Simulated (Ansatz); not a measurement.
From input file to script: CH8BClSi2, SMILES CB[SiH2][SiH2]Cl in Ansatz 0.2.0.

```yaml
crystal:
  periodic: [false, false, false]
  atoms:
    - { symbol: C, position_ang: [-1.7681, -0.2535, 0.8792] }
    - { symbol: B, position_ang: [-0.3189, -0.4977, 1.2916] }
    - { symbol: Si, position_ang: [1.017, -0.7815, -0.071] }
    - { symbol: Si, position_ang: [1.2972, 1.0363, -1.3593] }
    - { symbol: Cl, position_ang: [-0.5313, 1.2517, -2.4887] }
    - { symbol: H, position_ang: [-2.1962, -1.0346, 0.251] }
    - { symbol: H, position_ang: [-1.8377, 0.7328, 0.2834] }
    - { symbol: H, position_ang: [-2.4077, -0.0865, 1.7681] }
    - { symbol: H, position_ang: [-0.0208, -0.5332, 2.4783] }
    - { symbol: H, position_ang: [2.341, -1.0304, 0.6283] }
    - { symbol: H, position_ang: [0.6777, -1.944, -0.8618] }
    - { symbol: H, position_ang: [2.3807, 0.8669, -2.2543] }
    - { symbol: H, position_ang: [1.3876, 2.239, -0.5301] }
basis:
  gaussian: { orbitals: def2-SVP }
correlation:
  method: mp2
output:
  forces: true
```

The program run on that file:
```console
$ ansatz run input.yaml --threads 1 --pin off --max-ram 4096MiB --backend cpu --events-out ev --progress --plain --runs-dir out
Engine: ansatz 0.2.0, aarch64-unknown-linux-gnu
Functional definition: HF
  exchange = exact_x
  correlation = 0
1196 factors; integrals over basis functions are off by at most 1.1e-3 eV
mean field evaluation 1: about -30044.3110 eV, gradient 2.7e1 eV
mean field evaluation 2: about -30044.3502 eV, gradient 2.7e1 eV
mean field evaluation 4: about -30047.0503 eV, gradient 2.9e0 eV
mean field evaluation 8: about -30047.0963 eV, gradient 1.1e-1 eV
mean field -30047.09642460 eV, -1104.2104269508 hartree, gradient 6.7e-6 eV, S^2 0.000000; 0 other end points of the search recorded, 0 dependent functions left out
17 core orbitals not correlated: weight in the atoms' cores, before any rotation towards them, 1.000 or more for the frozen orbitals, at most 0.000 for the correlated occupied ones
reference -30047.09642460 eV, -1104.2104269508 hartree; 15, 15 occupied and 90, 90 virtual orbitals, 1196 factors
second order -15.18335719 eV of doubles, -0.00000000 eV of singles
the calculation of the forces begins
Total energy: -30062.27978180 eV, -1104.7684050360 hartree
Atom 0 at    -1.768100    -0.253500     0.879200 Å, force    -1.468577     2.096720     0.282770 eV/Å
Atom 1 at    -0.318900    -0.497700     1.291600 Å, force    -0.122337    -0.059266     1.358500 eV/Å
Atom 2 at     1.017000    -0.781500    -0.071000 Å, force     1.811904    -0.831787     0.849705 eV/Å
Atom 3 at     1.297200     1.036300    -1.359300 Å, force    -2.130090     0.750794    -0.539444 eV/Å
Atom 4 at    -0.531300     1.251700    -2.488700 Å, force     0.994816    -0.096175     0.537004 eV/Å
Atom 5 at    -2.196200    -1.034600     0.251000 Å, force    -0.084727    -0.197198    -0.330939 eV/Å
Atom 6 at    -1.837700     0.732800     0.283400 Å, force     0.219206    -1.358641     0.476068 eV/Å
Atom 7 at    -2.407700    -0.086500     1.768100 Å, force    -0.099253    -0.245606    -0.354305 eV/Å
Atom 8 at    -0.020800    -0.533200     2.478300 Å, force    -0.031857     0.123238    -0.378767 eV/Å
Atom 9 at     2.341000    -1.030400     0.628300 Å, force    -0.225740     0.004350    -0.441942 eV/Å
Atom 10 at     0.677700    -1.944000    -0.861800 Å, force    -0.155562    -0.615160    -0.602210 eV/Å
Atom 11 at     2.380700     0.866900    -2.254300 Å, force     1.064528     0.099535    -0.934113 eV/Å
Atom 12 at     1.387600     2.239000    -0.530100 Å, force     0.227691     0.329197     0.077675 eV/Å
Dipole moment:     0.095228    -0.012614     0.173047 e Å
```

`deck_ch8bclsi2.py`:
```python
"""CH8BClSi2 through the session interface."""

import ansatz as az
import numpy as np
import pandas as pd


def main() -> None:
    deck = {
        "crystal": {
            "periodic": [False, False, False],
            "atoms": [
                {"symbol": "C", "position_ang": [-1.7681, -0.2535, 0.8792]},
                {"symbol": "B", "position_ang": [-0.3189, -0.4977, 1.2916]},
                {"symbol": "Si", "position_ang": [1.017, -0.7815, -0.071]},
                {"symbol": "Si", "position_ang": [1.2972, 1.0363, -1.3593]},
                {"symbol": "Cl", "position_ang": [-0.5313, 1.2517, -2.4887]},
                {"symbol": "H", "position_ang": [-2.1962, -1.0346, 0.251]},
                {"symbol": "H", "position_ang": [-1.8377, 0.7328, 0.2834]},
                {"symbol": "H", "position_ang": [-2.4077, -0.0865, 1.7681]},
                {"symbol": "H", "position_ang": [-0.0208, -0.5332, 2.4783]},
                {"symbol": "H", "position_ang": [2.341, -1.0304, 0.6283]},
                {"symbol": "H", "position_ang": [0.6777, -1.944, -0.8618]},
                {"symbol": "H", "position_ang": [2.3807, 0.8669, -2.2543]},
                {"symbol": "H", "position_ang": [1.3876, 2.239, -0.5301]},
            ],
        },
        "basis": {"gaussian": {"orbitals": "def2-SVP"}},
        "correlation": {"method": "mp2"},
        "output": {"forces": True},
    }
    session = az.Session.from_dict(deck)
    r = session.plan(threads=1).execute().report

    print(f"E = {r['free_energy_ev']:.6f} eV = {r['free_energy_ev'] / 27.211386246:.7f} Ha")
    print("converged:", r["converged"], " doubts:", r["published_state_doubts"] or "none")
    symbols = ["C", "B", "Si", "Si", "Cl", "H", "H", "H", "H", "H", "H", "H", "H"]
    parts = r["correlation"]
    for name in ("random_phase", "coupled_cluster", "perturbative"):
        if name in parts:
            print(f"{name:16s} {parts[name]['energy']['hartree']:12.7f} Ha")
    if "second_order" in parts:
        pair = parts["second_order"]
        print(f"MP2 same spin {pair['same_spin']['hartree']:.7f} Ha, opposite spin {pair['opposite_spin']['hartree']:.7f} Ha")
    state = r["mean_field"]["state"]
    print(f"mean field: {state['energy']['hartree']:.7f} Ha, <S^2> = {abs(state['spin_squared']):.4f}, stability: {state.get('stability', {}).get('kind')}")

    forces = np.array(r["forces_ev_ang"])
    print("largest force", round(float(np.linalg.norm(forces, axis=1).max()), 4), "eV/A, rms", round(float(np.sqrt((forces ** 2).mean())), 4))
    charges = r["charge_distribution"]
    table = pd.DataFrame({"atom": symbols, "mulliken": charges["mulliken_charges_e"], "lowdin": charges["lowdin_charges_e"]})
    print(table.round(3).to_string())
    print("dipole (e A):", np.round(charges["dipole_moment_e_ang"], 4) + 0.0)


if __name__ == "__main__":
    main()
```

```console
$ python deck_ch8bclsi2.py
E = -30062.279782 eV = -1104.7684050 Ha
converged: True  doubts: none
MP2 same spin -0.1159319 Ha, opposite spin -0.4420462 Ha
mean field: -1104.2104270 Ha, <S^2> = 0.0000, stability: minimum
largest force 2.5754 eV/A, rms 0.8117
   atom  mulliken  lowdin
0     C    -0.201  -0.012
1     B     0.034  -0.217
2    Si     0.128   0.186
3    Si     0.508   0.243
4    Cl    -0.322  -0.019
5     H     0.075   0.044
6     H     0.080   0.062
7     H     0.054   0.019
8     H    -0.026  -0.017
9     H    -0.085  -0.063
10    H    -0.067  -0.048
11    H    -0.087  -0.091
12    H    -0.092  -0.087
dipole (e A): [ 0.0952 -0.0126  0.173 ]
```

Reading the output:
- Total energies depend on the basis set; only differences at equal settings carry meaning.
- The geometry is a force-field or estimated start, not a minimum of this method, and the basis set is short of its limit.
- The Löwdin charges here are taken after orthogonalising the functions within each atom; they differ from plain Löwdin charges, and their signs can be unphysical.
- Wall time of the script: 14 s on 1 thread of Arm Neoverse N1, on a shared host, peak memory 0.41 GiB.

(Lines on the test bed's own set-up are left out of the output.)
